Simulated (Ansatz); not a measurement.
# GeH+ (triplet): the correlation ladder, cc-pVQZ

How much of the correlation energy of GeH+ (triplet) does each wave-function method recover here?

The runs use Ansatz 0.2.0, Gaussian basis; cc-pVQZ, core rule «outside noble gas», up to 14 orbitals frozen.

To be run: UHF; CCSD(T) on ROHF; CCSD(T) on UHF; BCCD(T) on ROHF; CCSDT(Q) on ROHF; CCSDT(Q) on UHF; CASSCF and MRCISD+Q, 4 electrons in 5 orbitals; CASSCF and NEVPT2, 4 electrons in 5 orbitals; Full CI.

6 further runs of the same task are left out: 2 that didn't finish, 4 set aside as unsound or not needed.

### Step 1. The system

The geometry is a PBE0/def2-TZVP stationary point (not a proven minimum) of the parent state, kept for this charge and spin. No spin-orbit coupling is included. The filled d shell of Ge may be among the frozen orbitals whatever the setting's name suggests; the logs give the count.

2 atoms, charge 1, spin multiplicity 3.

Atoms are counted from 1 here; the program's logs count them from 0.

Bond lengths: Ge1–H2 1.601 Å.

### Step 2. UHF

The input, in.yaml:

```yaml
crystal:
  periodic: [false, false, false]
  atoms:
    - {symbol: Ge, position_ang: [0.000000, 0.000000, 0.000000]}
    - {symbol: H, position_ang: [0.000000, 0.000000, 1.601240]}
basis:
  gaussian: {orbitals: cc-pVQZ}
total_charge: 1
magnetization: {spin_polarized: true, initial_magnetization: 2}
hamiltonian: {xc: hf}
output: {orbitals: {seedname: orbitals}}
```

Launch:

```sh
$ ansatz run in.yaml --threads 1 --pin off --events-out ev --progress --plain --max-ram 2560MiB --backend cpu
```

Further steps of the session: CCSD(T) on ROHF; CCSD(T) on UHF; BCCD(T) on ROHF; CCSDT(Q) on ROHF; CCSDT(Q) on UHF; CASSCF and MRCISD+Q, 4 electrons in 5 orbitals; CASSCF and NEVPT2, 4 electrons in 5 orbitals; Full CI.

Before running them: what should the planned runs give, taken together? Wanted: FCI below the RHF energy; RMP2 from FCI; UMP2 from FCI; RCCSD from FCI; RCCSD(T) from FCI; UCCSD(T) from FCI; RCCSDT(Q) from FCI; UCCSDT(Q) from FCI; NEVPT2 valence from FCI.

The runs gave:

| quantity | value |
| --- | --- |
| FCI below the RHF energy | -1.9802 eV |
| RMP2 from FCI | +466.7 meV |
| UMP2 from FCI | +445.8 meV |
| RCCSD from FCI | +63.1 meV |
| RCCSD(T) from FCI | +11.7 meV |
| UCCSD(T) from FCI | -4.0 meV |
| RCCSDT(Q) from FCI | -1.5 meV |
| UCCSDT(Q) from FCI | -16.9 meV |
| NEVPT2 valence from FCI | +269.1 meV |
| MRCISD+Q valence from FCI | -2.5 meV |
| levels within 1 kcal/mol (43 meV) | UCCSD, RCCSD(T), UCCSD(T), BCCD(T), RCCSDT, UCCSDT, RCCSDT(Q), UCCSDT(Q), MRCISD valence, MRCISD+Q valence |
| T1 diagnostic | 0.040 |
| effectively unpaired electrons | 2.02 |

RCCSD(T) lands +11.7 meV from the yardstick (0.6 % of the correlation energy). UCCSD(T), UCCSDT, UCCSDT(Q), MRCISD+Q valence fall below full CI: unrestricted runs freeze a spin-polarised core, another one than full CI's, and coupled cluster isn't variational. One determinant dominates. Of the multireference levels listed MRCISD+Q valence comes nearest in total energy (-2.5 meV), which doesn't show that its space is the better one. These misses are within one basis, not against nature; the frozen cores of restricted and unrestricted runs differ, which can shift their rows.
